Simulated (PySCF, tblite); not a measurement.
# C4H4AlCl3O2: geometry, infrared bands and NMR shifts

Wanted: the infrared bands and NMR shifts of C4H4AlCl3O2 (`ClC(Cl)(Cl)C1=C[O][AlH2-][O+]=C1`), by calculation.

Computed with tblite 0.8.0 and PySCF 2.14.0, with density-fitted response routines of our own, on a single molecule in the gas phase. Atoms are numbered from 0 throughout.

## Step 1: The starting structure

14 atoms, charge 0, multiplicity 1; geometry from: force field or distance geometry start.

Bonds of the start (Å): Cl0–C1 1.76, C1–Cl2 1.75, C1–Cl3 1.80, C1–C4 1.51, C4–C5 1.31, C5–O6 1.38, O6–Al7 1.86, Al7–O8 1.85, O8–C9 1.25, C9–C4 1.44, C5–H10 1.10, Al7–H11 1.59, Al7–H12 1.61, C9–H13 1.10.

## Step 2: Geometry optimisation with GFN2-xTB

The job: settings as JSON, then the geometry in Å.

```
{"job": {"kind": "relax", "xc": "GFN2-xTB", "basis": "xTB"}, "charge": 0, "multiplicity": 1}
Cl    -2.743200    -1.588300    -0.454800
C     -2.080600     0.022000    -0.199000
Cl    -2.626300     1.194900    -1.370500
Cl    -2.686800     0.562500     1.407400
C     -0.573400    -0.036000    -0.072900
C     -0.021100    -1.215800    -0.196900
O      1.334300    -1.488100    -0.130800
Al     2.471200    -0.042800     0.156000
O      1.326100     1.401900     0.257600
C      0.093400     1.220300     0.142300
H     -0.672600    -2.090100    -0.362100
H      3.540700     0.095500    -1.008200
H      3.162300    -0.163500     1.602600
H     -0.524600     2.127100     0.207300
```

On the command line:

```console
$ OMP_NUM_THREADS=1 python probes_run.py task.json out
```

One launch serves the whole session: the jobs run in the order shown.

**Question.** This job is followed by: GFN2-xTB harmonic vibrations, gas phase; GIAO PBE0/pcSseg-1 NMR shielding, non-relativistic, gas phase. What will the session give for the following? strongest single infrared mode (GFN2-xTB); zero-point energy (GFN2-xTB); 13C shifts against TMS (PBE0/pcSseg-1, means over atoms taken as alike); 1H shifts against TMS (PBE0/pcSseg-1, means over atoms taken as alike); 35Cl shifts against HCl (PBE0/pcSseg-1, means over atoms taken as alike); 17O shifts against H2O (PBE0/pcSseg-1, means over atoms taken as alike); 27Al shifts against AlH4- (PBE0/pcSseg-1); surface potential, 1st and 99th percentile.

As calculated:

| quantity | value |
| --- | --- |
| strongest single infrared mode (GFN2-xTB) | 1620 cm⁻¹, 697 km/mol |
| zero-point energy (GFN2-xTB) | 41.5 kcal/mol |
| 13C shifts against TMS (PBE0/pcSseg-1, means over atoms taken as alike) | 192.2, 130.5, 118.9 ppm |
| 1H shifts against TMS (PBE0/pcSseg-1, means over atoms taken as alike) | 9.36, 4.38 ppm |
| 35Cl shifts against HCl (PBE0/pcSseg-1, means over atoms taken as alike) | 520 ppm |
| 17O shifts against H2O (PBE0/pcSseg-1, means over atoms taken as alike) | 316.4 ppm |
| 27Al shifts against AlH4- (PBE0/pcSseg-1) | 54.5 ppm |
| surface potential, 1st and 99th percentile | -0.73 V and 1.49 V |

The optimisation took 52 steps and gained 1.020 eV; among the close pairs (by a distance rule), C5–O6 changed most, from 1.384 to 1.259 Å. No mode is imaginary among the 36: a minimum at this level. The strongest single mode, at 1620 cm⁻¹, is carried by C9, C5, O8, O6. Unscaled tight-binding wavenumbers are off by several per cent, some by more. Its intensities can rank the bands wrongly. C1 stands next to heavy halogen, whose spin-orbit shielding this run leaves out, so the computed shift lies too far downfield, most of all for carbon beside Br or I. C5, C9 (mean) (alkene carbon bearing oxygen) lies farthest downfield among carbon, at 192.2 ppm; an sp2 carbon further deshielded by the attached heteroatom. At PBE0/pcSseg-1: The widest tensor belongs to Cl0, Cl2, Cl3: span 801 ppm, with a paramagnetic part of -715 ppm. At PBE0/pcSseg-1, counted by nearest atom on the grid, the HOMO lies on H11, H12 about 22 % each; C4 20 %, the LUMO on C9 30 %; C5 24 %.
